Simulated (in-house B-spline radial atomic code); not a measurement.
# Sn¹⁰⁺: excited configurations

Aim: the energies of several excited configurations of Sn¹⁰⁺ above a reference configuration, each from its own self-consistent run.

Program: in-house B-spline radial atomic code version 1. Level of theory: Dirac-Hartree-Fock, average of configuration, Fermi nucleus, basis-set limit. These are calculated values, not measurements, unless marked.

### 1 Starting point

* element: tin (Z = 50)
* charge: +10
* electrons: 40
* configuration: [Kr] 4d4
* Hamiltonian: Dirac-Coulomb
* nucleus: Fermi, rms radius 4.652 fm

The outer shells:

[Kr] 4d4
```
[Kr] core
4d [↑ ][↑ ][↑ ][↑ ][  ]
```

The boxes only draw the lowest term's filling; these runs average over all states of the configuration.

The run's settings:

```ini
Z = 50
electrons = 40.0
configuration = [Kr] 4d4
hamiltonian = dirac
method = hf
spin_polarised = False
nucleus = fermi
rms_radius = 4.6519
mass_number = 120
atomic_mass = 119.902202557
speed_of_light = 137.035999084
```

From the earlier run of the reference: total energy -6144.834651 hartree. Levels, eight at most:

| orbital | occupation | energy (eV) | <r> (bohr) |
| --- | --- | --- | --- |
| 3p3/2 | 4 | -935.21 | 0.3384 |
| 3d3/2 | 4 | -712.47 | 0.3106 |
| 3d5/2 | 6 | -703.56 | 0.3140 |
| 4s1/2 | 2 | -336.21 | 0.7863 |
| 4p1/2 | 2 | -288.18 | 0.8168 |
| 4p3/2 | 4 | -279.18 | 0.8379 |
| 4d3/2 | 1.6 | -207.58 | 0.9130 |
| 4d5/2 | 2.4 | -206.10 | 0.9202 |

### 2 [Ar] 3d9 4s2 4p6 4d5

The run's settings:

```ini
Z = 50
electrons = 40.0
configuration = [Ar] 3d9 4s2 4p6 4d5
hamiltonian = dirac
method = hf
spin_polarised = False
nucleus = fermi
rms_radius = 4.6519
mass_number = 120
atomic_mass = 119.902202557
speed_of_light = 137.035999084
```

### 3 Run with [Ar] 3d10 4s2 4p5 4d4 7g1

The settings differ from step 2 so:

```diff
@@ -2,3 +2,3 @@
 electrons = 40.0
-configuration = [Ar] 3d9 4s2 4p6 4d5
+configuration = [Ar] 3d10 4s2 4p5 4d4 7g1
 hamiltonian = dirac
```

### 4 Run with [Kr] 4d3 8d1

The settings differ from step 3 so:

```diff
@@ -2,3 +2,3 @@
 electrons = 40.0
-configuration = [Ar] 3d10 4s2 4p5 4d4 7g1
+configuration = [Kr] 4d3 8d1
 hamiltonian = dirac
```

### 5 [Kr] 4d3 8f1

The settings differ from step 4 so:

```diff
@@ -2,3 +2,3 @@
 electrons = 40.0
-configuration = [Kr] 4d3 8d1
+configuration = [Kr] 4d3 8f1
 hamiltonian = dirac
```

### 6 Run with [Ar] 3d10 4s2 4p5 4d4 6p1

The settings differ from step 5 so:

```diff
@@ -2,3 +2,3 @@
 electrons = 40.0
-configuration = [Kr] 4d3 8f1
+configuration = [Ar] 3d10 4s2 4p5 4d4 6p1
 hamiltonian = dirac
```

### 7 [Kr] 4d3 5p1

The settings differ from step 6 so:

```diff
@@ -2,3 +2,3 @@
 electrons = 40.0
-configuration = [Ar] 3d10 4s2 4p5 4d4 6p1
+configuration = [Kr] 4d3 5p1
 hamiltonian = dirac
```

Q: How far above the reference does each configuration lie (order and size, in eV)?

**Answer**, as computed:

| net move | configuration | energy above the reference (eV) | with Breit, QED, recoil (eV) | largest <r> (bohr) |
| --- | --- | --- | --- | --- |
| 4d → 5p | [Kr] 4d3 5p1 | 76.856 | 76.906 | 1.72 |
| 4d → 8d | [Kr] 4d3 8d1 | 172.46 | 172.45 | 6.51 |
| 4d → 8f | [Kr] 4d3 8f1 | 177.20 | 177.19 | 7.31 |
| 4p → 6p | [Ar] 3d10 4s2 4p5 4d4 6p1 | 203.37 | 203.20 | 2.86 |
| 4p → 7g | [Ar] 3d10 4s2 4p5 4d4 7g1 | 246.80 | 246.60 | 5.63 |
| 3d → 4d | [Ar] 3d9 4s2 4p6 4d5 | 486.49 | 486.25 | 0.900 |

Quantum defects of the promoted electron, δ = n − ζ/√(−2ε) with ζ = 11 and ε its orbital energy in hartree:

| promotion | δ |
| --- | --- |
| 4d → 5p | 1.427 |
| 4d → 8d | 0.967 |
| 4d → 8f | 0.406 |
| 4p → 6p | 1.394 |
| 4p → 7g | 0.058 |

**Reading.** At the bottom stands 4d → 5p (76.856 eV), at the top 3d → 4d (486.49 eV). 2 of them lie above the ionisation threshold that Koopmans' theorem gives (206.10 eV), where such states can decay by emitting an electron. The defect is largest for 5p (1.43) and least for 7g (0.06): low angular momentum penetrates the core, high angular momentum stays outside it. Two partly filled shells share a symmetry and can mix in the average, which may lower the energy, for: 4d → 8d; 4p → 6p; 3d → 4d. These are averages over configurations, without correlation, not spectroscopic levels.
